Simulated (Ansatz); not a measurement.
# TaC (octet): from Hartree-Fock to the top rungs, def2-QZVPP

One table from this session's results is given with a row withheld; the runs are named, their logs left out.

The runs use Ansatz 0.2.0, Gaussian basis; def2-QZVPP, core rule «outside noble gas», up to 5 orbitals frozen.

The runs, in order: UHF; ROHF; CCSD(T) on UHF.

**The system**

The geometry is a PBE0/def2-TZVP stationary point (not a proven minimum) of the parent state, kept for this charge and spin. No spin-orbit coupling is included. Elements past krypton take def2 core potentials.

2 atoms, charge 0, spin multiplicity 8.

Atoms are counted from 1 here; the program's logs count them from 0.

Bond lengths: Ta1–C2 1.984 Å.

Geometry (Å):

| atom | x (Å) | y (Å) | z (Å) |
| --- | --- | --- | --- |
| Ta1 | 0.0000 | 0.0000 | 0.0000 |
| C2 | 0.0000 | 0.0000 | 1.9838 |

The first run:

The input, in.yaml:

```yaml
crystal:
  periodic: [false, false, false]
  atoms:
    - {symbol: Ta, position_ang: [0.000000, 0.000000, 0.000000]}
    - {symbol: C, position_ang: [0.000000, 0.000000, 1.983800]}
basis:
  gaussian: {orbitals: "def2-QZVPP.json"}
magnetization: {spin_polarized: true, initial_magnetization: 7}
hamiltonian: {xc: hf}
output: {orbitals: {seedname: orbitals}}
```

Command:

```sh
> ansatz run in.yaml --threads 1 --pin off --events-out ev --progress --plain --max-ram 4096MiB --backend cpu
```

Among the steps run: UHF; ROHF; CCSD(T) on UHF.

One of the session's tables, all rows but one given; the rest of the session is left out.

It belongs to the step «Misses and costs». 

| method | from UCCSD(T) (kJ/mol) |
| --- | --- |
| ROHF | ? |
| UHF | +469.8 |
| UMP2 | +75.7 |
| UCCSD | +20.5 |
| UCCSD(T) | 0 |

Q: Estimate the row for ROHF from the others.

The run gave: from UCCSD(T) (kJ/mol): +484.0. In the column «from UCCSD(T) (kJ/mol)» it is the highest.
